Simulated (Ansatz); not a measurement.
Relaxation of a periodic cell of 17 atoms, Si$_{16}$Ge (host Si, host structure diamond, interstitial Ge), to a largest force component of 0.03 eV/Å in at most 60 steps.

Method: DFT PBE-D3(BJ), scalar-relativistic, plane waves, PAW in Ansatz 0.2.0. Settings: PAW set soft_1, cutoff 420 eV, k mesh 2x2x2, gaussian smearing 0.02 eV, no spin polarisation.

```xyz
17
Lattice="0.0000 5.4300 5.4300 5.4300 0.0000 5.4300 5.4300 5.4300 0.0000" Properties=species:S:1:pos:R:3:forces:R:3
Si 0.000 0.000 0.000 0.71 0.02 -0.02
Si 1.357 1.357 1.357 -0.07 0.04 0.06
Si 2.715 2.715 0.000 0.01 -0.84 0.00
Si 4.072 4.072 1.357 0.97 -0.90 0.89
Si 2.715 0.000 2.715 0.03 0.03 -0.72
Si 4.072 1.357 4.072 0.70 0.69 -0.69
Si 5.430 2.715 2.715 -0.05 -0.04 0.04
Si 6.787 4.072 4.072 -0.93 -0.94 -1.00
Si 0.000 2.715 2.715 0.00 0.00 0.00
Si 1.357 4.072 4.072 -0.07 -0.06 -0.04
Si 2.715 5.430 2.715 0.01 0.00 0.84
Si 4.072 6.787 4.072 0.07 0.07 -0.07
Si 2.715 2.715 5.430 0.03 0.73 -0.03
Si 4.072 4.072 6.787 0.04 -0.07 0.07
Si 5.430 5.430 5.430 -0.86 0.00 0.00
Si 6.787 6.787 6.787 -0.94 1.01 0.95
Ge 8.115 5.408 5.453 0.35 0.25 -0.26
```

Question: Where does it end, and by what steps?

Answer: The forces met the threshold. The force dipped under the threshold on the way, but the program's further checks kept it going. Limits of this set-up: coarse k mesh, a small cell, in which the defect meets its images. After 14 steps the energy has fallen by 0.340 eV; Si4 moved furthest, 0.08 Å.

```tsv
step	energy less start (eV)	largest force component (eV/Å)	accepted
0	0.0000	1.010	yes
1	-0.3025	0.311	yes
2	-0.3375	0.046	yes
3	-0.3378	0.051	yes
4	-0.3389	0.006	yes
5	-0.3389	0.003	yes
6	-0.3389	0.004	yes
7	-0.3390	0.006	yes
8	-0.3391	0.014	yes
9	-0.3394	0.018	yes
10	-0.3373	0.087	no
11	-0.3400	0.019	yes
12	-0.3393	0.042	no
13	-0.3403	0.004	yes
14	-0.3403	0.002	yes
```

```xyz
17
Lattice="0.0000 5.4300 5.4300 5.4300 0.0000 5.4300 5.4300 5.4300 0.0000" Properties=species:S:1:pos:R:3
Si 0.031 -0.001 0.001
Si 1.345 1.363 1.366
Si 2.713 2.656 0.001
Si 4.095 4.018 1.409
Si 2.713 -0.001 2.661
Si 4.095 1.409 4.023
Si 5.428 2.714 2.716
Si 6.761 4.018 4.023
Si -0.002 2.714 2.716
Si 1.345 4.064 4.067
Si 2.713 5.429 2.771
Si 4.082 6.793 4.067
Si 2.713 2.771 5.431
Si 4.082 4.064 6.796
Si 5.395 5.429 5.431
Si 6.761 6.839 6.839
Ge 8.143 5.429 5.431
```

Whether the end is a true minimum wasn't checked by a vibrational analysis.

Time of the run: 63 s on 1 thread of Arm Neoverse V2 (shared host), peak memory 0.55 GiB.
